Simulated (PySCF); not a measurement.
# LiBr⁻: basis, grid and Hamiltonian

Which parts of the numerical set-up matter for LiBr⁻? Each run edits the base script.

Computed with PySCF 2.14.0. Level: method and basis as typed in the scripts.

3 further runs of the same task are left out: 3 that didn't finish.

### Step 1. The starting structure

LiBr⁻: 2 atoms, charge -1, spin multiplicity 2.

Bond lengths: Li1–Br2 2.209 Å.

### Step 2. Base script

input.py reads:

```python
from pyscf import gto, dft

mol = gto.M(
    atom='Li 0 0 0; Br 0 0 2.209',
    basis='x2c-svpall',
    charge=-1,
    spin=1,
    verbose=4,
)
mf = dft.UKS(mol, xc='o3lyp')
mf = mf.sfx2c1e()
mf.kernel()
mf.analyze()
print('orbital energies (hartree):', [e[max(0, n-3):n+3].round(4) for e, n in zip(mf.mo_energy, mol.nelec)])
```

Launch:

```console
$ OMP_NUM_THREADS=1 python input.py
```

The log of this run is left out.

In short: E(SCF) = -2613.936735 Eh, 9 cycles, ⟨S²⟩ = 0.750.

The bond length is a typed value, not an optimised one. The dipole of an ion depends on the origin.

### Step 3. Integration grid 0

Variant 1 changes integration grid: default → 0.

input.py reads:

```python
from pyscf import gto, dft

mol = gto.M(
    atom='Li 0 0 0; Br 0 0 2.209',
    basis='x2c-svpall',
    charge=-1,
    spin=1,
    verbose=4,
)
mf = dft.UKS(mol, xc='o3lyp')
mf = mf.sfx2c1e()
mf.grids.level = 0
mf.kernel()
mf.analyze()
print('orbital energies (hartree):', [e[max(0, n-3):n+3].round(4) for e, n in zip(mf.mo_energy, mol.nelec)])
```

Launch:

```console
$ OMP_NUM_THREADS=1 python input.py
```

### Step 4. Cc-pvdz-dk

Variant 2 changes basis set: x2c-svpall → cc-pvdz-dk.

input.py, as its differences from that of step 2:

```diff
@@ -4,3 +4,3 @@
     atom='Li 0 0 0; Br 0 0 2.209',
-    basis='x2c-svpall',
+    basis='cc-pvdz-dk',
     charge=-1,
```

### Step 5. Density fitting def2-universal-jkfit

Variant 3 changes density fitting: none → def2-universal-jkfit.

input.py, as its differences from that of step 2:

```diff
@@ -11,2 +11,3 @@
 mf = mf.sfx2c1e()
+mf = mf.density_fit(auxbasis='def2-universal-jkfit')
 mf.kernel()
```

### Step 6. Cartesian functions on

Variant 4 changes Cartesian functions: off → on.

input.py, as its differences from that of step 2:

```diff
@@ -7,2 +7,3 @@
     spin=1,
+    cart=True,
     verbose=4,
```

**Question.** What will these runs give? Wanted: for each run, E(SCF); from base; gap, α spin.

The runs gave:

| run | E(SCF) (hartree) | from base (eV) | cycles | gap, α spin (eV) | functions |
| --- | --- | --- | --- | --- | --- |
| base | -2613.936735 | 0 | 9 | 2.99 | 41 |
| integration grid 0 (poor choice) | -2613.906788 | +0.8149 | 9 | 2.97 | 41 |
| cc-pvdz-dk | -2614.295180 | -9.7538 | 9 | 1.86 | 41 |
| density fitting def2-universal-jkfit | -2613.937497 | -0.0207 | 9 | 2.98 | 41 |
| Cartesian functions on | -2613.942865 | -0.1668 | 9 | 2.99 | 44 |

**Reading.** The highest filled level of this anion is positive: the basis lacks diffuse functions or the electron is not bound, so these numbers hang on the basis. The largest comparable shift of the SCF energy, -9.754 eV, comes with the run “cc-pvdz-dk”. cc-pvdz-dk (41 functions) gives an energy 9.75 eV lower than x2c-svpall (41). Rows marked «poor choice» come from settings spoiled on purpose.
